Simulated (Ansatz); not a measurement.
# Ca3GeN: other elements on the same sites

An exercise on one series of results from a longer session: the logs are not shown, and one member is left open.

Program: Ansatz 0.2.0. Level of theory: DFT r2SCAN, scalar-relativistic, plane waves, PAW. These are calculated values, not measurements.

### The structure to begin with

Symmetry: Pm-3m, No. 221, cubic system. Conventional cell: a = 4.792 Å, b = 4.792 Å, c = 4.792 Å, α = 90.00°, β = 90.00°, γ = 90.00°. Around Ca (site symmetry 4/mmm) lie 2 N at 2.40 Å. Around Ge (site symmetry m-3m) lie 12 Ca at 3.39 Å. Around N (site symmetry m-3m) lie 6 Ca at 2.40 Å.

Structure file:

```
CELL_PARAMETERS angstrom
4.79215 0.00000 0.00000
0.00000 4.79215 0.00000
0.00000 0.00000 4.79215
ATOMIC_POSITIONS crystal
Ca 0.00000 0.50000 0.50000
Ca 0.50000 0.00000 0.50000
Ca 0.50000 0.50000 0.00000
Ge 0.00000 0.00000 0.00000
N 0.50000 0.50000 0.50000
```

This cell was relaxed beforehand with the same method: volume 22.01 Å³/atom, gap on the mesh none (metal).

The first run:

input.yaml

```yaml
crystal:
  lattice:
    - [5.0986121154, 0.0, 0.0]
    - [0.0, 5.0986121154, 0.0]
    - [0.0, 0.0, 5.0986121154]
  atoms:
    - { symbol: Ca, position: [0.0, 0.5, 0.5] }
    - { symbol: Ca, position: [0.5, 0.0, 0.5] }
    - { symbol: Ca, position: [0.5, 0.5, 0.0] }
    - { symbol: Ge, position: [0.0, 0.0, 0.0] }
    - { symbol: Sb, position: [0.5, 0.5, 0.5] }
basis:
  ecutwfc: 500
kpoints:
  mp_grid: { grid: [4, 4, 4] }
hamiltonian:
  xc: r2scan
scf:
  occupations: { method: gaussian, width: 0.1 }
output:
  forces: true
  stress: true
  eigenvalues: true
```

On the command line:

```console
> ansatz run input.yaml --threads 1 --pin off --max-ram 2560MiB --backend cpu --events-out ev --progress --plain --runs-dir out
```

Among the steps run: Quick check of gap, pressure and forces (Ca3GeSb); A loose first relaxation (Ca3GeSb); Relaxing cell and atoms (Ca3GeSb); Probe: one point at the start (Be3PbN); Relaxing cell and atoms (Be3PbN).

One table of the session follows, with a row left open; its other results are not shown here.

It belongs to the step «The crystals compared». Lengths are those of the vectors of the cell that was run:

| swap | volume (Å³/atom) | a (Å) | b (Å) | c (Å) |
| --- | --- | --- | --- | --- |
| none | 22.01 | 4.792 | 4.792 | 4.792 |
| Ca → Mg, N → As | ? | ? | ? | ? |
| N → Sb | 38.68 | 5.783 | 5.783 | 5.783 |
| Ca → Be, Ge → Pb | 11.09 | 3.814 | 3.814 | 3.814 |

**Question.** Estimate the row for Ca → Mg, N → As.

As computed: volume (Å³/atom): 23.80; a (Å): 4.919; b (Å): 4.919; c (Å): 4.919. In the column «volume (Å³/atom)» it lies between none (22.01) and N → Sb (38.68).

Lengths are those of the computed cell. Rows of earlier swaps come from the sessions before.

Caveats from the session: The final runs have no spin polarisation, so no magnetic state was tried and one may lie lower.
